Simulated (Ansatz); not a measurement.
**CH₄O₂Sn: how energies converge with the basis set**

The task here is to estimate one member of a computed series from the others.

Method: one geometry, several basis sets; program: Ansatz 0.2.0, Gaussian basis.

Levels to be run: PBE0-D4/def2-SVP; ωB97M-V/def2-SVP; PBE0-D4/def2-QZVPP; ωB97M-V/def2-QZVPP; the functionals' def2-TZVPP values are taken from earlier runs.

### The relaxed structure

The geometry comes from an earlier relaxation with PBE0-D4 in a triple-zeta def2 set; it is a stationary point, not always the lowest conformer. Sn takes the def2 core potential; no spin-orbit term is included.

SMILES `O=[CH][SnH2][OH]`, 8 atoms, charge 0, spin multiplicity 1.

Atoms are counted from 1 here; the program's logs count them from 0.

Bond lengths: O1–C2 1.200 Å, C2–Sn3 2.210 Å, C2–H5 1.114 Å, Sn3–O4 1.961 Å, Sn3–H6 1.708 Å, Sn3–H7 1.708 Å, O4–H8 0.963 Å. Angles: O1–C2–Sn3 116.9°, O1–C2–H5 120.0°, Sn3–C2–H5 123.1°, C2–Sn3–O4 99.2°, C2–Sn3–H6 114.0°, C2–Sn3–H7 113.9°, O4–Sn3–H6 108.4°, O4–Sn3–H7 108.4°, H6–Sn3–H7 111.9°, Sn3–O4–H8 109.3°.

Coordinates:

```
O    -1.1181   -0.2415   -1.6902
C    -0.4427    0.6285   -1.2142
Sn    0.5402    0.1871    0.7149
O    -0.1141   -1.6411    0.9895
H    -0.3354    1.6026   -1.7433
H    -0.0072    1.1561    2.0099
H     2.2451    0.1436    0.6290
H    -0.6757   -1.8925    0.2485
```

The first run:

File in.yaml:

```yaml
crystal:
  periodic: [false, false, false]
  atoms:
    - {symbol: O, position_ang: [-1.118086, -0.241498, -1.690175]}
    - {symbol: C, position_ang: [-0.442750, 0.628498, -1.214227]}
    - {symbol: Sn, position_ang: [0.540182, 0.187120, 0.714882]}
    - {symbol: O, position_ang: [-0.114082, -1.641133, 0.989513]}
    - {symbol: H, position_ang: [-0.335364, 1.602649, -1.743328]}
    - {symbol: H, position_ang: [-0.007183, 1.156090, 2.009943]}
    - {symbol: H, position_ang: [2.245053, 0.143555, 0.628957]}
    - {symbol: H, position_ang: [-0.675670, -1.892482, 0.248536]}
basis:
  gaussian: {orbitals: def2-SVP}
hamiltonian: {xc: pbe0, dispersion: d4}
output: {orbitals: {seedname: orbitals}}
```

Started as:

```console
$ ansatz run in.yaml --threads 2 --pin off --events-out ev --progress --plain --max-ram 4352MiB
```

Steps of the session up to this table: PBE0-D4 in def2-SVP; ωB97M-V in def2-SVP; PBE0-D4 in def2-QZVPP; ωB97M-V in def2-QZVPP.

One of the session's tables, all rows but one given; the rest of the session is left out.

It belongs to the step «Density functionals: the series». 

```
functional       basis  HOMO (eV)
   PBE0-D4    def2-SVP          ?
   PBE0-D4  def2-TZVPP      -7.15
   PBE0-D4  def2-QZVPP      -7.18
   ωB97M-V    def2-SVP      -9.19
   ωB97M-V  def2-TZVPP      -9.35
   ωB97M-V  def2-QZVPP      -9.38
```

Q: Estimate the row for PBE0-D4, def2-SVP from the others.

The run gave: HOMO (eV): -7.03. In the column «HOMO (eV)» it is the highest.
